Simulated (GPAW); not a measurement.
InSe2:

```
CELL_PARAMETERS angstrom
3.89489 0.00000 0.00000
0.00000 3.89489 0.00000
0.00000 0.00000 9.62623
ATOMIC_POSITIONS crystal
In 0.50000 0.00000 0.29353
In 0.00000 0.50000 0.70647
Se 0.50000 0.50000 0.00000
Se 0.00000 0.00000 0.00000
Se 0.50000 0.00000 0.63379
Se 0.00000 0.50000 0.36621
```

The cell comes from a database or a generator and needn't be the stable form of this composition.

```yaml
Program: GPAW 26.7.0
Task: relaxation of cell and atoms
Functional: PBEsol
Potentials_or_basis: PAW data sets generated in the run's folder for this functional
Cutoff: 600 eV
Basis: pw
k_mesh: 5 × 5 × 2
Occupations: fermi-dirac, width 0.05 eV
Spin: no spin polarisation
```

At the start: pressure -3.8 GPa; volume 24.34 Å³/atom.

Problem. Where does the relaxation end?

Solution. Over 19 steps the energy falls by 21.2 meV/atom and the volume is 22.64 Å³/atom (-7.0 %); space group P4/nmm (No. 129, to 0.05 Å).

The path:
| step | energy change (eV) | largest force (eV/Å) | pressure (GPa) | volume (Å³) |
| --- | --- | --- | --- | --- |
| 1 | 0.0000 | 0.0823 | -3.75 | 146.03 |
| 2 | -0.0142 | 0.0840 | -3.53 | 145.44 |
| 3 | -0.1063 | 0.0994 | 0.25 | 137.11 |
| 4 | -0.1084 | 0.0881 | -0.15 | 137.80 |
| 5 | -0.1102 | 0.0735 | -0.31 | 137.99 |
| 6 | -0.1159 | 0.0096 | -0.55 | 137.93 |
| 7 | -0.1191 | 0.0475 | -0.43 | 137.26 |
| 8 | -0.1204 | 0.0711 | -0.17 | 136.53 |
| 9 | -0.1208 | 0.0694 | -0.02 | 136.21 |
| 10 | -0.1215 | 0.0560 | 0.15 | 135.84 |
| 11 | -0.1226 | 0.0342 | 0.30 | 135.46 |
| 12 | -0.1241 | 0.0293 | 0.34 | 135.21 |
| 13 | -0.1250 | 0.0388 | 0.21 | 135.30 |
| 14 | -0.1254 | 0.0419 | 0.07 | 135.50 |
| 15 | -0.1255 | 0.0430 | -0.01 | 135.64 |
| 16 | -0.1258 | 0.0439 | -0.10 | 135.80 |
| 17 | -0.1263 | 0.0385 | -0.19 | 135.95 |
| 18 | -0.1268 | 0.0227 | -0.19 | 135.98 |
| 19 | -0.1271 | 0.0086 | -0.09 | 135.83 |

Final structure:
```
CELL_PARAMETERS angstrom
3.83773 0.00000 0.00000
0.00000 3.83773 0.00000
0.00000 0.00000 9.22259
ATOMIC_POSITIONS crystal
In 0.50000 0.00000 0.29781
In 0.00000 0.50000 0.70219
Se 0.50000 0.50000 0.00000
Se 0.00000 0.00000 0.00000
Se 0.50000 0.00000 0.62964
Se 0.00000 0.50000 0.37036
```

Caveat: later steps reuse the first step's grids.
